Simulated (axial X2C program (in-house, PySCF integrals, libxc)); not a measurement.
# IBr⁻: EOM-EA-CCSD levels

Aim: EOM-EA-CCSD levels of IBr⁻, with spin–orbit coupling in the Hamiltonian from the start.

Program: an in-house X2C program for linear molecules on PySCF integrals. Level of theory: two-component X2C with atomic mean-field terms, I dyall-acv3z, Br dyall-acv3z. These are calculated values, not measurements.

**1. Set-up**

Input file task.json:

```json
{
 "zs": [
  53,
  35
 ],
 "q": -1,
 "bas": [
  "dyall-acv3z",
  "dyall-acv3z"
 ],
 "r0": 2.47,
 "eom": "ea",
 "thr": -2.0,
 "nmax": 92,
 "grid": [
  1,
  0.96,
  1.045,
  0.92,
  1.09,
  1.15
 ],
 "rq": 0
}
```

Keys: zs atomic numbers; q charge; bas basis sets; r0 starting distance in Å; eom kind of EOM run; thr threshold in hartree for freezing inner shells (an s shell follows its p shell); nmax most natural virtual spinors; grid distances as factors.

Started as:

```sh
$ python soeom.py task.json out
```

Further steps of the session: EOM-EA-CCSD at 2.482 Å.

Before running it: what results should come out? Wanted: next root led by one particle; T1 of the reference.

**Answer**, as computed:

```
                     quantity                             value
       lowest root at 2.482 Å                 Ω = 1/2, 1.300 eV
next root led by one particle  Ω = 1/2, about 20180 cm⁻¹ higher
          T1 of the reference                             0.009
```

In words: The added electron is bound by 1.30 eV in a spinor of 43% I pσ, 27% Br pσ, 11% I dσ. Errors of 0.1 to 0.3 eV are usual at this size, and roots led by higher excitations are left out, so the list is incomplete, and low states of that kind can be missing.
